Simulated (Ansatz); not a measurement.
# MoS2: a point defect seen from the nuclei (P on an S site), part 2 of 2

Wanted: the field gradients around P on an S site in MoS2, cell charge 0, before and after the neighbours move. The cell is a supercell built from an entry of the Crystallography Open Database (COD). Planned: a single point, then a relaxation.

Ansatz 0.2.0; DFT, PBE, plane-wave PAW, default files, scalar-relativistic.

### 3 Ions relaxed

File input.yaml:

```yaml
crystal:
  lattice:
    - [6.338, 0.0, 0.0]
    - [-3.169, 5.4888690092, 0.0]
    - [0.0, 0.0, 12.324]
  atoms:
    - { symbol: Mo, position: [0.1666666666, 0.3333333334, 0.25] }
    - { symbol: Mo, position: [0.1666666666, 0.8333333334, 0.25] }
    - { symbol: Mo, position: [0.6666666666, 0.3333333334, 0.25] }
    - { symbol: Mo, position: [0.6666666666, 0.8333333334, 0.25] }
    - { symbol: Mo, position: [0.3333333334, 0.1666666666, 0.75] }
    - { symbol: Mo, position: [0.3333333334, 0.6666666666, 0.75] }
    - { symbol: Mo, position: [0.8333333334, 0.1666666666, 0.75] }
    - { symbol: Mo, position: [0.8333333334, 0.6666666666, 0.75] }
    - { symbol: P, position: [0.1666666666, 0.3333333334, 0.623], spin: 1.0 }
    - { symbol: S, position: [0.1666666666, 0.8333333334, 0.623] }
    - { symbol: S, position: [0.6666666666, 0.3333333334, 0.623] }
    - { symbol: S, position: [0.6666666666, 0.8333333334, 0.623] }
    - { symbol: S, position: [0.3333333334, 0.1666666666, 0.123] }
    - { symbol: S, position: [0.3333333334, 0.6666666666, 0.123] }
    - { symbol: S, position: [0.8333333334, 0.1666666666, 0.123] }
    - { symbol: S, position: [0.8333333334, 0.6666666666, 0.123] }
    - { symbol: S, position: [0.1666666666, 0.3333333334, 0.877] }
    - { symbol: S, position: [0.1666666666, 0.8333333334, 0.877] }
    - { symbol: S, position: [0.6666666666, 0.3333333334, 0.877] }
    - { symbol: S, position: [0.6666666666, 0.8333333334, 0.877] }
    - { symbol: S, position: [0.3333333334, 0.1666666666, 0.377] }
    - { symbol: S, position: [0.3333333334, 0.6666666666, 0.377] }
    - { symbol: S, position: [0.8333333334, 0.1666666666, 0.377] }
    - { symbol: S, position: [0.8333333334, 0.6666666666, 0.377] }
magnetization:
  spin_polarized: true
kpoints:
  mp_grid: { grid: [4, 4, 2] }
scf:
  occupations: { method: fermi_dirac, width: 0.01 }
hamiltonian:
  xc: pbe
  pseudopotentials: { kind: paw }
output:
  forces: true
  stress: true
  populations: true
  efg:
    quadrupole_moments_barn: { Mo: -0.022, S: -0.0694 }
    contact_densities: true
relax:
  f_tol: 0.03
  max_steps: 40
```

Command:

```console
$ ansatz run input.yaml --threads 4 --pin off --max-ram 8192MiB --backend cpu --events-out ev --progress --plain --runs-dir out
```

The log of the run:

```text
[... 1 line left out ...]
Warning: RAYON_NUM_THREADS=4 ignored (pool sized by the plan → 4); use --threads N
Mo: output.efg is read without spin–orbit coupling, which moves field gradients at and beside such atoms by some per cent and up to a factor of two; PAW files take it under magnetization.noncollinear and magnetization.spin_orbit
[... 10 set-up lines as earlier in the session ...]
Crystal: 24 atoms, lattice volume = 428.733 Å³
Basis set: ecut = 420 eV, 8405 PW (Γ), exchange–correlation on 90×90×180 points (8 copies of the dense FFT grid, shifted against one another)
Bands: 128, of which v1, the nominal top of the filled ones, is band 104 counted from 1 (103 counted from 0)
[... 2 set-up lines as earlier in the session ...]
Magnetic group: BNS 156.49 (UNI 1279), of the structure as read, at distance tolerance 7.5e-5 Å
k-points: 8 of 32 (time reversal used)
[... 7 set-up lines as earlier in the session ...]
Starting moments: Σ|m| = 1 μB on 1 of 24 sites
[... 2 set-up lines as earlier in the session ...]
SCF iter   1: F=—  HF=-53963.517520 eV  |F-HF|=—  |Δ(HF+E_count)|=         —  Δρ=4.37e-2 (↑4.37e-2 ↓4.37e-2)  dr2=4.96e1  dr2_m=5.38e-2  M=0.063 μB ∫|m|=0.496 μB  β_m=0.30  ethr=3.10e-3  ⟨swp⟩=6.4  Hψ=8169  notcnv=0  defer=2
Mixer restart at iter 1: flushing history
preconditioner: auto → Resta (q_TF=auto, 2.417 Å⁻¹)  ε∞=7.4  [insulator: Δε(μ)=0.117 eV  Ē_g=8.503 eV  σ=0.010 eV  W_gap=0.69  n_scr=110 (ndim 8)  ℏωp=21.4 eV  f_vac=0.001  D(μ)=4.49/eV (n_scr^D=22)  ε∞_Penn≈7.4]
spin=Collinear: Resta preconditioning applied to the charge; magnetization (m = ρ↑ − ρ↓) channel mixes plain (no charge-response kernel on spin).
SCF iter   2: F=—  HF=-53955.684032 eV  |F-HF|=—  |Δ(HF+E_count)|=    7.83e0  Δρ=2.11e-2 (↑2.09e-2 ↓2.11e-2)  dr2=8.40e0  dr2_m=3.17e-2  M=0.063 μB ∫|m|=0.417 μB  β_m=0.39  ethr=3.10e-3  ⟨swp⟩=3.0  Hψ=4053  notcnv=0  defer=282
SCF iter   3: F=—  HF=-53954.418692 eV  |F-HF|=—  |Δ(HF+E_count)|=    1.27e0  Δρ=9.36e-3 (↑8.97e-3 ↓9.36e-3)  dr2=2.07e0  dr2_m=1.20e-2  M=0.062 μB ∫|m|=0.301 μB  β_m=0.70  ethr=3.10e-3  ⟨swp⟩=2.3  Hψ=3171  notcnv=0  defer=282
SCF iter   4: F=—  HF=-53954.253606 eV  |F-HF|=—  |Δ(HF+E_count)|=   1.65e-1  Δρ=4.58e-3 (↑4.27e-3 ↓4.58e-3)  dr2=6.81e-1  dr2_m=1.68e-3  M=0.022 μB ∫|m|=0.123 μB  β_m=0.59  ethr=1.00e-3  ⟨swp⟩=2.2  Hψ=3183  notcnv=0  defer=299
SCF iter   5: F=—  HF=-53954.189163 eV  |F-HF|=—  |Δ(HF+E_count)|=   6.44e-2  Δρ=1.94e-3 (↑1.76e-3 ↓1.94e-3)  dr2=1.02e-1  dr2_m=8.00e-4  M=0.011 μB ∫|m|=0.095 μB  β_m=0.67  ethr=3.29e-4  ⟨swp⟩=2.4  Hψ=2626  notcnv=0  defer=306
SCF iter   6: F=—  HF=-53954.190496 eV  |F-HF|=—  |Δ(HF+E_count)|=         —  Δρ=1.17e-3 (↑1.17e-3 ↓1.03e-3)  dr2=5.11e-2  dr2_m=1.41e-4  M=-0.004 μB ∫|m|=0.034 μB  β_m=0.67  ethr=4.90e-5  ⟨swp⟩=2.6  Hψ=3244  notcnv=0  defer=306
SCF iter   7: F=—  HF=-53954.190645 eV  |F-HF|=—  |Δ(HF+E_count)|=   1.48e-4  Δρ=3.75e-4 (↑3.75e-4 ↓3.47e-4)  dr2=5.66e-3  dr2_m=2.46e-5  M=-0.003 μB ∫|m|=0.017 μB  β_m=0.66  ethr=2.47e-5  ⟨swp⟩=2.1  Hψ=2815  notcnv=0  defer=306
SCF iter   8: F=—  HF=-53954.190701 eV  |F-HF|=—  |Δ(HF+E_count)|=   5.69e-5  Δρ=1.97e-4 (↑1.97e-4 ↓1.69e-4)  dr2=1.19e-3  dr2_m=1.07e-5  M=-0.003 μB ∫|m|=0.011 μB  β_m=0.73  ethr=2.74e-6  ⟨swp⟩=2.0  Hψ=2828  notcnv=0  defer=306
SCF iter   9: F=—  HF=-53954.191159 eV  |F-HF|=—  |Δ(HF+E_count)|=   4.57e-4  Δρ=8.99e-5 (↑8.69e-5 ↓8.99e-5)  dr2=3.61e-4  dr2_m=7.31e-7  M=-0.001 μB ∫|m|=0.004 μB  β_m=0.65  ethr=5.73e-7  ⟨swp⟩=2.0  Hψ=2998  notcnv=0  defer=306
SCF iter  10: F=—  HF=-53954.191206 eV  |F-HF|=—  |Δ(HF+E_count)|=   4.72e-5  Δρ=4.61e-5 (↑4.61e-5 ↓4.11e-5)  dr2=6.58e-5  dr2_m=2.80e-7  M=-0.001 μB ∫|m|=0.002 μB  β_m=0.68  ethr=1.75e-7  ⟨swp⟩=2.0  Hψ=2849  notcnv=0  defer=306
SCF iter  11: F=—  HF=-53954.191239 eV  |F-HF|=—  |Δ(HF+E_count)|=   3.29e-5  Δρ=2.65e-5 (↑2.65e-5 ↓2.48e-5)  dr2=3.13e-5  dr2_m=6.64e-8  M=-0.001 μB ∫|m|=0.001 μB  β_m=0.61  ethr=3.18e-8  ⟨swp⟩=2.0  Hψ=3082  notcnv=0  defer=306
SCF iter  12: F=-53954.191240 eV  HF=-53954.191241 eV  |F-HF|=4.17e-7  |Δ(HF+E_count)|=   2.23e-6  Δρ=1.30e-5 (↑1.30e-5 ↓1.15e-5)  dr2=4.70e-6  dr2_m=4.47e-8  M=-0.000 μB ∫|m|=0.001 μB  ethr=1.09e-8  ⟨swp⟩=3.0  Hψ=5218  notcnv=0
WARN: the starting moments were not kept: the SCF closed with an absolute magnetisation of 8.0e-4 μB, where they sum to 1 μB in size (1 site). That is at most 0.1 of that sum. Measured as dr2_m measures the in/out step, that magnetisation stands 2.2e-8 eV from none, at or under the dr2_threshold of 2.3e-5 eV: it is no larger than a step whose dr2_m would equal this threshold. The system may hold no moment; this SCF shows only that its start led to no more than that. To try another start: raise the starting moments (crystal.atoms[].spin, magnetization.per_species, magnetization.initial_magnetization, or on a non-collinear deck that types none of these the spinor_matrix: blocks that start its atoms; where the total moment is fixed, keep their sum and leave initial_magnetization as it is; typed ones take the place of any that the run laid by itself, positive ones on a crystal's lanthanoids without a Hubbard term where scf.initial_density.shell_occupations: [] is typed) or, if the notice of its spin-set hold's release reads "site moments contracting" or "site moments show no strong build", lengthen the hold (scf.mixing.spin_hold: { on: { confirm: 4 } }; for m-r²SCAN on two components see the key's manual first). Each may lead to a state that holds a moment. A second SCF, from the converged charge density, with the starting moments and any scf.initial_density.shell_occupations laid on it anew, would have followed, and was not run: the deck does not ask for one (magnetization.retry_lost_moments is false, the default). To let it run, set magnetization.retry_lost_moments: true and run the deck again, where that key's refused combinations let it; where memory then withholds it, that run's warning says so.
SCF 1 converged in 12 iterations: F = -53954.191240 eV  dr2 = 4.70e-6
relax step   1: F+E_penalty+E_count = -53954.19124040 eV  Δ(F+E_penalty+E_count) = +0.000e0 eV  max|allowed force component| = 2.041e-1 eV/Å  Δτ_max = 0.0000 Å  (12 SCF iters, dr2 threshold 2.25e-5 eV, accepted)
[... 22 lines left out ...]
relax step   2: F+E_penalty+E_count = -53954.08681730 eV  Δ(F+E_penalty+E_count) = +1.044e-1 eV  max|allowed force component| = 1.535e-1 eV/Å  Δτ_max = 0.1948 Å  (12 SCF iters, dr2 threshold 2.60e-6 eV, rejected (line search))
[... 29 lines left out ...]
relax step   4: F+E_penalty+E_count = -53954.21628760 eV  Δ(F+E_penalty+E_count) = -1.480e-3 eV  max|allowed force component| = 5.824e-3 eV/Å  Δτ_max = 0.0139 Å  (8 SCF iters, accepted)
NSCF: frozen V_eff on 8 k-points
[... 1 line left out ...]
SCF converged after 8 iterations
Magnetization: 0.0000 μB (103.5000 up, 103.5000 down)
Absolute magnetization: 0.0000 μB (∫|ρ↑−ρ↓|, with the PAW one-centre terms)
Spin contamination: 0.0000 ħ² per cell (⟨S²⟩ above its minimum at these occupations)
Per-site moments (μB) at R_I (Å): [(8.900026101415229e-7, 0.9908969530725792), (-7.846214555184659e-8, 0.9910890982622025), (-7.846214576900123e-8, 0.9910890982622025), (-7.846214553538888e-8, 0.9910890982622027), (4.704248960679052e-6, 0.989797936278455), (4.7042489609060435e-6, 0.9897979362784552), (4.704248960595238e-6, 0.989797936278455), (9.137684595326624e-6, 0.9884477758676327), (-3.17841198533994e-7, 0.9953450436670092), (-5.044424899757076e-7, 0.9884477758676329), (-5.044424900729997e-7, 0.9884477758676329), (-5.044424899963862e-7, 0.9884477758676327), (-3.6661832341174965e-8, 0.9923549016355895), (-3.666183219063557e-8, 0.9923549016355897), (-3.666183235240951e-8, 0.9923549016355893), (6.439513113074152e-8, 0.9931144742568915), (-5.899805627885289e-7, 0.9907200517710404), (-1.2453613716042706e-8, 0.9892275698108873), (-1.2453613837621797e-8, 0.9892275698108871), (-1.2453613716733023e-8, 0.989227569810887), (-1.285039205799926e-7, 0.9908969530725792), (-1.2850392053832083e-7, 0.9908969530725794), (-1.285039205989783e-7, 0.9908969530725792), (-9.963248925514881e-8, 0.9910890982622025)]
Free energy (F): -53954.216288 eV
Harris-Foulkes:  -53954.216288 eV  (|F-HF|=4.80e-8)
Internal energy: -53954.214358 eV  (E = F + TS)
E sigma→0 (E₀):  -53954.215323 eV
Entropy (-TS):   -0.001930 eV (-0.080 meV/atom)
Fermi energy:    10.450828 eV
--- Per-component energies (eV) ---
[... 14 lines left out ...]
--- Forces (eV/Å), atoms counted from 1 ---
  atom   1  Mo    -0.00000000    -0.00000000     0.00229282
  atom   2  Mo    -0.00504369    -0.00291198    -0.00266969
  atom   3  Mo    -0.00000000     0.00582395    -0.00266969
  atom   4  Mo     0.00504369    -0.00291198    -0.00266969
  atom   5  Mo    -0.00151775     0.00087627     0.00089200
  atom   6  Mo     0.00000000    -0.00175255     0.00089200
[... 18 lines left out ...]
  max |Σ_I F_I| component: 1.87e-5 eV/Å
--- Stress (GPa, compression-positive) ---
        2.992330      -0.000000       0.000000
        0.000000       2.992330       0.000000
        0.000000       0.000000       1.835736
  P = ⅓ Tr σ = 2.6068 GPa (26.068 kbar)
--- PAW observables at the nuclei: V_zz in 10²¹ V/m², potentials from the cell's mean, atoms counted from 1 ---
  atom   1  Mo V_zz =    -7.785009   η = 0.0000   by run symmetry: allowed   C_q = +4.1413 MHz
            electrostatic potential = -6350.921223 V   contact ρ = 595254.691786 e/Å³   contact ρ_s (e/Å³): all electrons -0.000002, valence -0.000001
  atom   2  Mo V_zz =    -7.168429   η = 0.0107   by run symmetry: allowed   C_q = +3.8133 MHz
            electrostatic potential = -6350.898260 V   contact ρ = 595254.524914 e/Å³   contact ρ_s (e/Å³): all electrons -0.000002, valence -0.000001
  atom   3  Mo V_zz =    -7.168429   η = 0.0107   by run symmetry: allowed   C_q = +3.8133 MHz
            electrostatic potential = -6350.898260 V   contact ρ = 595254.524916 e/Å³   contact ρ_s (e/Å³): all electrons -0.000002, valence -0.000001
  atom   4  Mo V_zz =    -7.168429   η = 0.0107   by run symmetry: allowed   C_q = +3.8133 MHz
            electrostatic potential = -6350.898260 V   contact ρ = 595254.524914 e/Å³   contact ρ_s (e/Å³): all electrons -0.000002, valence -0.000001
  atom   5  Mo V_zz =    -7.065132   η = 0.0397   by run symmetry: allowed   C_q = +3.7584 MHz
            electrostatic potential = -6351.463732 V   contact ρ = 595254.552331 e/Å³   contact ρ_s (e/Å³): all electrons -0.000017, valence -0.000010
  atom   6  Mo V_zz =    -7.065132   η = 0.0397   by run symmetry: allowed   C_q = +3.7584 MHz
            electrostatic potential = -6351.463732 V   contact ρ = 595254.552331 e/Å³   contact ρ_s (e/Å³): all electrons -0.000017, valence -0.000010
  atom   7  Mo V_zz =    -7.065132   η = 0.0397   by run symmetry: allowed   C_q = +3.7584 MHz
            electrostatic potential = -6351.463732 V   contact ρ = 595254.552331 e/Å³   contact ρ_s (e/Å³): all electrons -0.000017, valence -0.000010
  atom   8  Mo V_zz =    -6.770968   η = 0.0000   by run symmetry: allowed   C_q = +3.6019 MHz
            electrostatic potential = -6351.279861 V   contact ρ = 595254.653033 e/Å³   contact ρ_s (e/Å³): all electrons -0.000034, valence -0.000018
  atom   9  P  V_zz =    -2.031419   η = 0.0000   by run symmetry: allowed
            electrostatic potential = -1498.368330 V   contact ρ = 16026.125477 e/Å³   contact ρ_s (e/Å³): all electrons -0.000007, valence -0.000006
  atom  10  S  V_zz =    -4.488952   η = 0.2507   by run symmetry: allowed   C_q = +7.5328 MHz
            electrostatic potential = -1636.777598 V   contact ρ = 19771.068898 e/Å³   contact ρ_s (e/Å³): all electrons +0.000000, valence +0.000000
  atom  11  S  V_zz =    -4.488952   η = 0.2507   by run symmetry: allowed   C_q = +7.5328 MHz
            electrostatic potential = -1636.777598 V   contact ρ = 19771.068898 e/Å³   contact ρ_s (e/Å³): all electrons +0.000000, valence +0.000000
  atom  12  S  V_zz =    -4.488952   η = 0.2507   by run symmetry: allowed   C_q = +7.5328 MHz
            electrostatic potential = -1636.777598 V   contact ρ = 19771.068898 e/Å³   contact ρ_s (e/Å³): all electrons +0.000000, valence +0.000000
  atom  13  S  V_zz =    -5.244156   η = 0.0245   by run symmetry: allowed   C_q = +8.8001 MHz
            electrostatic potential = -1636.481990 V   contact ρ = 19771.623007 e/Å³   contact ρ_s (e/Å³): all electrons -0.000000, valence -0.000000
  atom  14  S  V_zz =    -5.244156   η = 0.0245   by run symmetry: allowed   C_q = +8.8001 MHz
            electrostatic potential = -1636.481990 V   contact ρ = 19771.623007 e/Å³   contact ρ_s (e/Å³): all electrons -0.000000, valence -0.000000
  atom  15  S  V_zz =    -5.244156   η = 0.0245   by run symmetry: allowed   C_q = +8.8001 MHz
            electrostatic potential = -1636.481990 V   contact ρ = 19771.623007 e/Å³   contact ρ_s (e/Å³): all electrons -0.000000, valence -0.000000
  atom  16  S  V_zz =    -5.353839   η = 0.0000   by run symmetry: allowed   C_q = +8.9842 MHz
            electrostatic potential = -1636.473288 V   contact ρ = 19771.657695 e/Å³   contact ρ_s (e/Å³): all electrons -0.000000, valence -0.000000
  atom  17  S  V_zz =    -5.132200   η = 0.0000   by run symmetry: allowed   C_q = +8.6123 MHz
            electrostatic potential = -1636.854000 V   contact ρ = 19771.047200 e/Å³   contact ρ_s (e/Å³): all electrons -0.000001, valence -0.000001
  atom  18  S  V_zz =    -4.732933   η = 0.0549   by run symmetry: allowed   C_q = +7.9423 MHz
            electrostatic potential = -1636.906704 V   contact ρ = 19770.923151 e/Å³   contact ρ_s (e/Å³): all electrons -0.000001, valence -0.000001
  atom  19  S  V_zz =    -4.732933   η = 0.0549   by run symmetry: allowed   C_q = +7.9423 MHz
            electrostatic potential = -1636.906704 V   contact ρ = 19770.923151 e/Å³   contact ρ_s (e/Å³): all electrons -0.000001, valence -0.000001
  atom  20  S  V_zz =    -4.732933   η = 0.0549   by run symmetry: allowed   C_q = +7.9423 MHz
            electrostatic potential = -1636.906704 V   contact ρ = 19770.923151 e/Å³   contact ρ_s (e/Å³): all electrons -0.000001, valence -0.000001
  atom  21  S  V_zz =    -4.322281   η = 0.0291   by run symmetry: allowed   C_q = +7.2532 MHz
            electrostatic potential = -1636.400599 V   contact ρ = 19771.704510 e/Å³   contact ρ_s (e/Å³): all electrons -0.000002, valence -0.000002
  atom  22  S  V_zz =    -4.322281   η = 0.0291   by run symmetry: allowed   C_q = +7.2532 MHz
            electrostatic potential = -1636.400599 V   contact ρ = 19771.704510 e/Å³   contact ρ_s (e/Å³): all electrons -0.000002, valence -0.000002
  atom  23  S  V_zz =    -4.322281   η = 0.0291   by run symmetry: allowed   C_q = +7.2532 MHz
            electrostatic potential = -1636.400599 V   contact ρ = 19771.704510 e/Å³   contact ρ_s (e/Å³): all electrons -0.000002, valence -0.000002
  atom  24  S  V_zz =    -4.453974   η = 0.0000   by run symmetry: allowed   C_q = +7.4741 MHz
            electrostatic potential = -1636.413921 V   contact ρ = 19771.604681 e/Å³   contact ρ_s (e/Å³): all electrons -0.000001, valence -0.000001
--- Band table (eV; the first three rows and the last of 16) ---
[... 4 lines left out ...]
--- Relaxed structure (4 steps of the walk, 3 accepted, 0 SCFs on fresh bases) ---
  F+E_penalty+E_count = -53954.21628760 eV   max|allowed force component| = 5.824e-3 eV/Å
  atoms:
[... 24 lines left out ...]
--- Löwdin populations: 24 sites ---
  site symbol       q [e]    m [muB]
[... 24 lines left out ...]
  spilling = 0.007713 (of n_electrons = 207.000000)
```

Wall time 98 s (4 threads of Arm Neoverse V2, shared host); peak memory 1.9 GiB.

Relaxation path:

| step | energy change (eV) | largest force component (eV/Å) |
| --- | --- | --- |
| 1 | 0.0000 | 0.204 |
| 2 (rejected) | 0.1044 | 0.154 |
| 3 | -0.0236 | 0.043 |
| 4 | -0.0250 | 0.006 |

Largest displacement: 0.056 Å (atom 8, Mo); mean 0.046 Å.

State: no gap over 0.1 eV on the mesh, largest force 0.006 eV/Å, pressure 2.6 GPa.

Against step 2 (V_zz in 10²¹ V/m²):

| site | atoms | V_zz, PBE | V_zz, PBE relaxed | η, PBE | η, PBE relaxed |
| --- | --- | --- | --- | --- | --- |
| P | 9 | -2.13 | -2.03 | 0.00 | 0.00 |
| Mo5 | 5, 6, 7 | -7.20 | -7.07 | 0.09 | 0.04 |
| S17 | 17 | -4.92 | -5.13 | 0.00 | 0.00 |
| S10 | 10, 11, 12 | -4.52 | -4.49 | 0.21 | 0.25 |
| S21 | 21, 22, 23 | -4.46 | -4.32 | 0.00 | 0.03 |
| Mo8 | 8 | -6.40 | -6.77 | 0.00 | 0.00 |
| S18 | 18, 19, 20 | -4.53 | -4.73 | 0.09 | 0.05 |
| Mo1 | 1 | -7.58 | -7.79 | 0.00 | 0.00 |
| S24 | 24 | -4.48 | -4.45 | 0.00 | 0.00 |
| Mo2 | 2, 3, 4 | -7.13 | -7.17 | 0.00 | 0.01 |
| S13 | 13, 14, 15 | -5.12 | -5.24 | 0.01 | 0.02 |
| S16 | 16 | -5.16 | -5.35 | 0.00 | 0.00 |

The printed gradients, by site: 11 of 12, those nearest the defect, the farthest of each element and the two largest gradients.

| site | atoms | distance from the defect (Å) | V_zz (10²¹ V/m²) | η | C_Q (MHz) |
| --- | --- | --- | --- | --- | --- |
| P | 9 | 0.00 | -2.03 | 0.00 | – |
| Mo5 | 5, 6, 7 | 2.41 | -7.07 | 0.04 | 3.76 (⁹⁵Mo) |
| S17 | 17 | 3.13 | -5.13 | 0.00 | 8.61 (³³S) |
| S10 | 10, 11, 12 | 3.17 | -4.49 | 0.25 | 7.53 (³³S) |
| S21 | 21, 22, 23 | 3.45 | -4.32 | 0.03 | 7.25 (³³S) |
| Mo8 | 8 | 3.98 | -6.77 | 0.00 | 3.60 (⁹⁵Mo) |
| S18 | 18, 19, 20 | 4.46 | -4.73 | 0.05 | 7.94 (³³S) |
| Mo1 | 1 | 4.51 | -7.79 | 0.00 | 4.14 (⁹⁵Mo) |
| S24 | 24 | 4.69 | -4.45 | 0.00 | 7.47 (³³S) |
| Mo2 | 2, 3, 4 | 5.50 | -7.17 | 0.01 | 3.81 (⁹⁵Mo) |
| S16 | 16 | 7.08 | -5.35 | 0.00 | 8.98 (³³S) |

Direction of the V_zz axis (Cartesian unit vector):

| site | atom | x | y | z |
| --- | --- | --- | --- | --- |
| Mo1 | 1 | 0.00 | 0.00 | 1.00 |
| Mo2 | 2 | -0.01 | -0.01 | 1.00 |
| Mo5 | 5 | 0.21 | -0.12 | 0.97 |
| Mo8 | 8 | 0.00 | 0.00 | 1.00 |
| P | 9 | 0.00 | 0.00 | 1.00 |
| S10 | 10 | -0.04 | -0.02 | 1.00 |
| S13 | 13 | -0.01 | 0.01 | 1.00 |
| S16 | 16 | 0.00 | 0.00 | 1.00 |
| S17 | 17 | 0.00 | 0.00 | 1.00 |
| S18 | 18 | -0.09 | -0.05 | 1.00 |

The sizes of the gradients above 0.15 moved by 2.9 % in the median, 6 % at the site that moves most (small gradients counted from 0.15; Mo8, -6.40 to -6.77).

### 4 From gradients to spectra (values of step 3)

⁹⁵Mo (I = 5/2, Q = -22.00 mb) in zero field: pure quadrupole lines, for atoms at rest. Strengths are squared matrix elements for a powder, against the strongest line of the same site.

| site | count | line (MHz) | strength |
| --- | --- | --- | --- |
| Mo5 | 3 | 0.565 | 1.00 |
| Mo5 | 3 | 1.13 | 0.63 |
| Mo8 | 1 | 0.540 | 1.00 |
| Mo8 | 1 | 1.08 | 0.62 |
| Mo1 | 1 | 0.621 | 1.00 |
| Mo1 | 1 | 1.24 | 0.62 |
| Mo2 | 3 | 0.572 | 1.00 |
| Mo2 | 3 | 1.14 | 0.63 |

### 5 Outcome

What follows sums up all 2 parts.

| quantity | value |
| --- | --- |
| state (step 3) | no gap over 0.1 eV on the mesh, largest force 0.006 eV/Å, pressure 2.6 GPa |
| V_zz by site, step 3 (10²¹ V/m²) | P -2.03, Mo5 -7.07, S17 -5.13, S10 -4.49, S21 -4.32, Mo8 -6.77, S18 -4.73, Mo1 -7.79, … |
| largest C_Q in size, step 3 | 8.98 MHz, ³³S at S16 |
| step 3 (ions relaxed) against step 2 | 2.9 % in the median, 6 % at the site that moves most (small gradients counted from 0.15; Mo8, -6.40 to -6.77) |

What this shows: Site Mo1 (6 S at 2.40–2.41 Å) carries the largest gradient. The cell ends without a spin moment. The relaxation kept the symmetry P3m1, so a distorted place of lower energy may have been missed. With states at the Fermi level, this mesh doesn't settle the gradients near the defect. Relaxing moved atoms by up to 0.06 Å and single gradients by up to 6 % (gradients over 0.15 counted), so within the symmetry kept the start was near its end. The highest ⁹⁵Mo quadrupole line lies at 1.24 MHz, for nuclei at rest; thermal motion mostly lowers such lines a little. The defect repeats with the cell of 24 atoms, so it feels its images: sites between two images don't show the values beside a lone defect, and zeros or small values of η there can come from the images' arrangement. Mo and S carry a gradient in the pure host already, so the values there aren't the defect's effect alone. The relaxation keeps the site symmetry 3m of the start, so the impurity can move only along its axis; a distortion that would localise the carrier isn't explored. The defect cell has no gap above 0.1 eV on its mesh, so the values hang on the smearing and the k-mesh. The start moments die out, and the run ends without spin. The program warns that gradients near heavy atoms lack spin–orbit coupling.
